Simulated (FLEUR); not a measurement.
# CoPdO2 (R-3m) in FLEUR: single point with PBEsol

Aim: the single point of CoPdO2 with PBEsol.

Program: FLEUR MaX-R8.1 (later development tree). These are calculated values, not measurements. Logs are shortened: lines on timing, memory, paths and dates and some standing lists are left out, and cuts for length are marked.

## (1) The crystal as given

The structure is trigonal, space group R-3m (No. 166). Conventional cell: a = 2.863 Å, b = 2.863 Å, c = 17.873 Å, α = 90.00°, β = 90.00°, γ = 120.00°. Around Pd (site symmetry -3m) lie 2 O at 2.01 Å. Co (site symmetry -3m) has 6 O at 1.92 Å as nearest neighbours. Around O (site symmetry 3m) lie 3 Co at 1.92 Å and 1 Pd at 2.01 Å.

The cell is a database's computed one.

## (2) Single point, PBEsol, collinear spin, ferromagnetic start

inp.xml

```xml
<?xml version="1.0" encoding="UTF-8" standalone="no"?>
<fleurInput fleurInputVersion="0.39">
   <comment>
      CoPdO2                                                                                              
   </comment>
   <calculationSetup>
      <cutoffs Kmax="5.33" Gmax="16.5" GmaxXC="16.5" numbands="0"/>
      <scfLoop itmax="60" minDistance="0.00001" maxIterBroyd="15" imix="Anderson" alpha="0.05" precondParam="0.0" spinf="2.0" sdNocoIR="T"/>
      <coreElectrons ctail="T" frcor="F" kcrel="0" coretail_lmax="0"/>
      <xcFunctional name="PBEs" relativisticCorrections="F"/>
      <magnetism jspins="2"/>
      <soc l_soc="F" theta="0.0" phi="0.0" spav="F"/>
      <expertModes spex="0" secvar="F"/>
      <geometryOptimization l_f="T" forcealpha="1.0" forcemix="BFGS" epsdisp="0.0005" epsforce="0.0002"/>
      <ldaU l_linMix="F" mixParam="0.05" spinf="1.0"/>
   </calculationSetup>
   <cell>
      <bzIntegration valenceElectrons="47.0" mode="hist" fermiSmearingEnergy="0.00183747">
         <kPointListSelection listName="default-1"/>
         <!-- k-points included here -->
         <xi:include xmlns:xi="http://www.w3.org/2001/XInclude" href="kpts.xml"> </xi:include>
      </bzIntegration>
      <!-- symmetry operations included here -->
      <xi:include xmlns:xi="http://www.w3.org/2001/XInclude" href="sym.xml"> </xi:include>
      <bulkLattice scale="1.0">
         <bravaisMatrix>
            <row-1>    2.7055018203399346     1.5620222042030529    11.2585565921334307</row-1>
            <row-2>   -2.7055018203399346     1.5620222042030529    11.2585565921334307</row-2>
            <row-3>    0.0000000000000000    -3.1240444084061059    11.2585565921334307</row-3>
         </bravaisMatrix>
      </bulkLattice>
   </cell>
[... 31 lines left out ...]
         <lo type="SCLO" l="2" n="3" eDeriv="2"/>
         <lo type="SCLO" l="3" n="4" eDeriv="2"/>
      </species>
      <species name="Oxygen (O)" element="O" atomicNumber="8">
         <mtSphere radius="1.41" gridPoints="481" logIncrement="0.022"/>
         <atomicCutoffs lmax="8" lnonsphr="8"/>
         <electronConfig flipSpins="F">
            <coreConfig>(1s1/2)</coreConfig>
            <valenceConfig>(2s1/2) (2p1/2) (2p3/2)</valenceConfig>
            <stateOccupation state="(2p1/2)" spinUp="0.666667" spinDown="0.666667"/>
            <stateOccupation state="(2p3/2)" spinUp="1.333333" spinDown="1.333333"/>
         </electronConfig>
         <energyParameters s="2" p="2" d="3" f="4"/>
         <lo type="SCLO" l="0" n="2" eDeriv="2"/>
         <lo type="SCLO" l="1" n="2" eDeriv="2"/>
         <lo type="SCLO" l="2" n="3" eDeriv="2"/>
      </species>
   </atomSpecies>
   <atomGroups>
      <atomGroup species="Palladium (Pd)">
         <relPos label="                   1">.0000000000 .0000000000 .0000000000</relPos>
         <force calculate="T" relaxXYZ="TTT"/>
      </atomGroup>
      <atomGroup species="Cobalt (Co2.000">
         <relPos label="                   2">1.000/2.000 1.000/2.000 1.000/2.000</relPos>
         <force calculate="T" relaxXYZ="TTT"/>
      </atomGroup>
      <atomGroup species="Oxygen (O)">
         <relPos label="                   3">.1124760000 .1124760000 .1124760000</relPos>
         <relPos label="                   4">-.1124760000 -.1124760000 -.1124760000</relPos>
         <force calculate="T" relaxXYZ="TTT"/>
      </atomGroup>
   </atomGroups>
   <output dos="F" band="F" slice="F">
      <checks vchk="F" cdinf="F"/>
      <bandDOS minEnergy="-.5*Htr" maxEnergy="0.5*Htr" sigma="0.015" storeEVData="T"/>
      <vacuumDOS vacdos="F" integ="F" star="F" nstars="0" locx1="0.0" locy1="0.0" locx2="0.0" locy2="0.0" nstm="0" tworkf="0.0"/>
      <unfoldingBand unfoldBand="F" supercellX="1" supercellY="1" supercellZ="1"/>
      <plotting iplot="0" polar="F">
         <plot TwoD="T" vec1="  1.0  0.0  0.0" vec2="  0.0  1.0  0.0" vec3="  0.0  0.0  1.0" zero="  0.0  0.0  0.0" file="plot"/>
      </plotting>
      <chargeDensitySlicing numkpt="0" minEigenval="0.0" maxEigenval="0.0" nnne="0" pallst="F"/>
      <specialOutput eonly="F"/>
      <moessbauerParams electricFieldGradient="T" isomerShift="T" coreHyperfine="T" valenceHyperfine="T"/>
      <magneticCircularDichroism mcd="F" energyLo="-10.0" energyUp="0.0"/>
   </output>
  <!-- We include the file relax.xml here to enable relaxations (see documentation) -->
  <xi:include xmlns:xi="http://www.w3.org/2001/XInclude" href="relax.xml"> <xi:fallback/> </xi:include>
</fleurInput>
```

crystal.txt

```
CoPdO2
&input cartesian=F /
1.4316899074  0.8265865534  5.9577715763
-1.4316899074  0.8265865534  5.9577715763
0.0000000000  -1.6531731068  5.9577715763
1.8897261246
1.0 1.0 1.0

4
46 0.0000000000  0.0000000000  0.0000000000
27 0.5000000000  0.5000000000  0.5000000000 : 2.000
8 0.1124760000  0.1124760000  0.1124760000
8 0.8875240000  0.8875240000  0.8875240000

&kpt div1=11 div2=11 div3=11 gamma=T /
```

Potentials or basis: all-electron, FLAPW.

Launch:

```
$ inpgen -f crystal.txt -profile fastHighL
$ # inp.xml edited to the form shown
$ mpirun -n 4 fleur_MPI -pe_per_kpt 1
```

What it wrote:

```text
Welcome to FLEUR        (www.flapw.de)
      MaX-Release 8.1          (www.max-centre.eu)

 ========== k-point set info ==========
 Selected k-point list: default-1
 k-point list type: mesh
 11 x 11 x 11
 Number of k points: 146

 ------------Calculation Setup---------------------------
 Using exactly            1  PE per kpt
 Using exactly            1  PE per kpt
 Using exactly            1  PE per kpt
 Number of MPI-tasks      :            4
 Number of PE/node        :            4
 Number of OMP-threads    :            1
 Using exactly            1  PE per kpt
 k-points in parallel     :            4
 pe's per k-point         :            1
 No of k-point loops      :           36
 Info/Warning             : your k-point parallelism is not fully load-balanced
 Eigenvalue solver        :       lapack
 Number of basis functions:          886
 Approximate size of matrices (H+S) per k-point:         0.012 GB
 --------------------------------------------------------
 Iteration:     1   Distance:      51.09590317 me/bohr^3
 Iteration:     2   Distance:      37.67442204 me/bohr^3
 Iteration:     3   Distance:      28.74105328 me/bohr^3
 Iteration:     4   Distance:      28.20302502 me/bohr^3
 Iteration:     5   Distance:      22.47755836 me/bohr^3
 Iteration:     6   Distance:      16.73062353 me/bohr^3
 Iteration:     7   Distance:      11.04422344 me/bohr^3
 Iteration:     8   Distance:      11.26030164 me/bohr^3
 Iteration:     9   Distance:      14.09085733 me/bohr^3
 Iteration:    10   Distance:       9.74551319 me/bohr^3
[... 18 lines left out ...]
 Iteration:    29   Distance:       0.00077737 me/bohr^3
 Iteration:    30   Distance:       0.00074809 me/bohr^3
 Iteration:    31   Distance:       0.00068381 me/bohr^3
 Iteration:    32   Distance:       0.00046578 me/bohr^3
 Iteration:    33   Distance:       0.00019035 me/bohr^3
 Iteration:    34   Distance:       0.00009568 me/bohr^3
 Iteration:    35   Distance:       0.00003870 me/bohr^3
 Iteration:    36   Distance:       0.00003189 me/bohr^3
 Iteration:    37   Distance:       0.00001419 me/bohr^3
 Iteration:    38   Distance:       0.00000583 me/bohr^3

 Reset of history

 ********************************************************************
 Run finished successfully
 Stop message:
   Structural relaxation: new displacements generated
 ********************************************************************
```

Wall time 29 min (4 MPI ranks of Arm Neoverse V2, shared host).

What came out:

- Free energy: -179238.3846 eV
- Largest force: 0.248 eV/Å
- Band gap on the k mesh: none (metal or under the smearing width)
- Net moment: 0.00 μB per cell
- Valence electrons inside the program's atomic spheres: Pd 15.20; Co 14.77; O 4.49 (radii Pd 2.0, Co 1.84, O 1.41 bohr)

Forces in eV/Å, atoms in the order of the input:
```
Pd   0.000  0.000  0.000
Co   0.000  0.000  0.000
O    0.000  0.000  0.248
O    0.000  0.000 -0.248
```

Core levels (eV from the Fermi level):
| atom | levels |
| --- | --- |
| 1 Pd | 1s1/2 -24138.3, 2s1/2 -3523.1, 2p1/2 -3268.4, 2p3/2 -3109.1, 3s1/2 -634.3, 3p1/2 -533.8, 3p3/2 -506.0, 3d3/2 -327.9, 3d5/2 -322.4 |
| 2 Co | 1s1/2 -7576.8, 2s1/2 -890.7, 2p1/2 -772.1, 2p3/2 -757.3 |
| 3 O | 1s1/2 -505.3 |
| 4 O | 1s1/2 -505.3 |

Caveat: the starting moments collapsed, and a magnetic state may lie lower; semilocal functionals often make such compounds metallic where correlation or magnetic order opens a gap, which also shifts bond lengths.
